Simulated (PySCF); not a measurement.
# Si5H10O2: electronic excitations

Aim: predict the electronic excitations of Si5H10O2 (`O[Si@@]1([SiH3])O[SiH2][Si@@H]1[SiH3]`).

Computed with PySCF 2.14.0, with density-fitted response routines of our own, on a single molecule in the gas phase. Atoms count from 0, in the outputs and in this text.

**1. The starting structure**

17 atoms, charge 0, multiplicity 1; geometry from: GFN2-xTB.

Bonds of the start (Å): O0–Si1 1.63, Si1–Si2 2.30, Si1–O3 1.68, O3–Si4 1.65, Si4–Si5 2.35, Si5–Si6 2.31, Si5–Si1 2.39, O0–H7 0.95, Si2–H8 1.47, Si2–H9 1.47, Si2–H10 1.47, Si4–H11 1.46, Si4–H12 1.46, Si5–H13 1.49, Si6–H14 1.47, Si6–H15 1.46, Si6–H16 1.47.

**2. TDDFT and polarisability: CAM-B3LYP/def2-SVPD**

The job: settings as JSON, then the geometry in Å.

```
{"job": {"kind": "uv", "xc": "CAM-B3LYP", "basis": "def2-SVPD", "nstates": 8, "ntriplets": 3}, "charge": 0, "multiplicity": 1}
O     -0.943388    -2.218880     1.574107
Si    -0.589680    -1.068882     0.467355
Si    -0.548678    -2.168305    -1.548408
O     -1.878090     0.007078     0.473224
Si    -1.532383     1.552127     0.937620
Si     0.673993     0.798482     1.249226
Si     2.429937     1.689223     0.043797
H     -1.432840    -2.015441     2.367446
H     -0.605210    -1.229392    -2.676061
H     -1.596220    -3.164402    -1.798752
H      0.731040    -2.877161    -1.669835
H     -1.853853     2.402132    -0.208563
H     -2.459156     1.840576     2.033637
H      1.043938     0.731151     2.690930
H      2.152059     1.683789    -1.394784
H      3.692015     0.970264     0.230769
H      2.709518     3.079669     0.411662
```

With the program's defaults for keys left out, this is: TDDFT CAM-B3LYP/def2-SVPD, vertical, gas phase, core orbitals frozen in the response.

Command:

```sh
$ OMP_NUM_THREADS=1 python probes_run.py task.json out
```

One launch serves the whole session: the jobs run in the order shown.

What will the session give for the following? lowest singlet (CAM-B3LYP/def2-SVPD); brightest single state of those computed; lowest triplet; surface potential, 1st and 99th percentile. Wanted: lowest singlet; brightest single state of those computed; lowest triplet; surface potential, 1st and 99th percentile.

As calculated:

| quantity | value |
| --- | --- |
| lowest singlet (CAM-B3LYP/def2-SVPD) | 5.22 eV (237 nm), f = 0.097 |
| brightest single state of those computed | state 5, 6.21 eV, f = 0.224 |
| lowest triplet | 4.50 eV |
| surface potential, 1st and 99th percentile | -1.12 V and 2.00 V |

The lowest singlet, at 5.22 eV, is HOMO→LUMO 0.62, HOMO→LUMO+1 0.31 and is bright; of the 8 states computed, the strongest absorption comes from state 5 at 6.21 eV (the last state computed is bright too, and its partners may lie past the list). The lowest triplet lies 0.72 eV below the lowest singlet (triplets in Tamm-Dancoff, singlets in full TDDFT).
